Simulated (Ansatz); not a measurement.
**CH₅NS₂W: how energies converge with the basis set**

One table from this session's results is given with a row withheld; the runs are named, their logs left out.

The runs use Ansatz 0.2.0, Gaussian basis; one geometry, several basis sets.

The runs, in order: PBE0-D4/def2-SVP; ωB97M-V/def2-SVP; PBE0-D4/def2-QZVPP; ωB97M-V/def2-QZVPP; the functionals' def2-TZVPP values are taken from earlier runs.

## The relaxed structure

All runs share one geometry, relaxed beforehand with PBE0-D4 in a triple-zeta def2 set. W takes the def2 core potential; no spin-orbit term is included.

SMILES `[CH3][W]([NH2])(=[S])=[S]`, 10 atoms, charge 0, spin multiplicity 1.

Atoms are counted from 1 here; the program's logs count them from 0.

Bond lengths: C1–W2 2.106 Å, C1–H6 1.093 Å, C1–H7 1.094 Å, C1–H8 1.094 Å, W2–N3 1.918 Å, W2–S4 2.125 Å, W2–S5 2.125 Å, N3–H9 1.011 Å, N3–H10 1.011 Å. Angles: W2–C1–H6 110.1°, W2–C1–H7 109.8°, W2–C1–H8 109.8°, H6–C1–H7 108.8°, H6–C1–H8 108.8°, H7–C1–H8 109.5°, C1–W2–N3 106.4°, C1–W2–S4 105.6°, C1–W2–S5 105.6°, N3–W2–S4 112.2°, N3–W2–S5 112.2°, S4–W2–S5 114.1°, W2–N3–H9 123.5°, W2–N3–H10 123.5°, H9–N3–H10 111.5°.

Set-up of the first run:

in.yaml reads:

```yaml
crystal:
  periodic: [false, false, false]
  atoms:
    - {symbol: C, position_ang: [-1.453971, -0.442640, 0.297842]}
    - {symbol: W, position_ang: [0.238953, 0.462671, -0.568182]}
    - {symbol: N, position_ang: [1.747675, -0.095280, 0.477209]}
    - {symbol: S, position_ang: [0.325263, -0.275759, -2.559177]}
    - {symbol: S, position_ang: [-0.101326, 2.556121, -0.432224]}
    - {symbol: H, position_ang: [-2.353692, -0.162609, -0.255233]}
    - {symbol: H, position_ang: [-1.347791, -1.530697, 0.270356]}
    - {symbol: H, position_ang: [-1.561097, -0.113091, 1.335064]}
    - {symbol: H, position_ang: [2.152980, 0.463434, 1.215261]}
    - {symbol: H, position_ang: [2.353007, -0.862161, 0.219095]}
basis:
  gaussian: {orbitals: def2-SVP}
hamiltonian: {xc: pbe0, dispersion: d4}
output: {orbitals: {seedname: orbitals}}
```

Among the steps run: PBE0-D4 in def2-SVP; ωB97M-V in def2-SVP; PBE0-D4 in def2-QZVPP; ωB97M-V in def2-QZVPP.

One of the session's tables, all rows but one given; the rest of the session is left out.

It belongs to the step «Density functionals: the series». 

| functional | basis | HOMO (eV) | LUMO (eV) |
| --- | --- | --- | --- |
| PBE0-D4 | def2-SVP | -7.09 | -2.37 |
| PBE0-D4 | def2-TZVPP | -7.10 | -2.41 |
| PBE0-D4 | def2-QZVPP | -7.13 | -2.44 |
| ωB97M-V | def2-SVP | ? | ? |
| ωB97M-V | def2-TZVPP | -9.11 | -0.41 |
| ωB97M-V | def2-QZVPP | -9.13 | -0.47 |

Q: Estimate the row for ωB97M-V, def2-SVP from the others.

As computed: HOMO (eV): -9.06; LUMO (eV): -0.33. In the column «HOMO (eV)» it lies between ωB97M-V, def2-TZVPP (-9.11) and PBE0-D4, def2-QZVPP (-7.13).
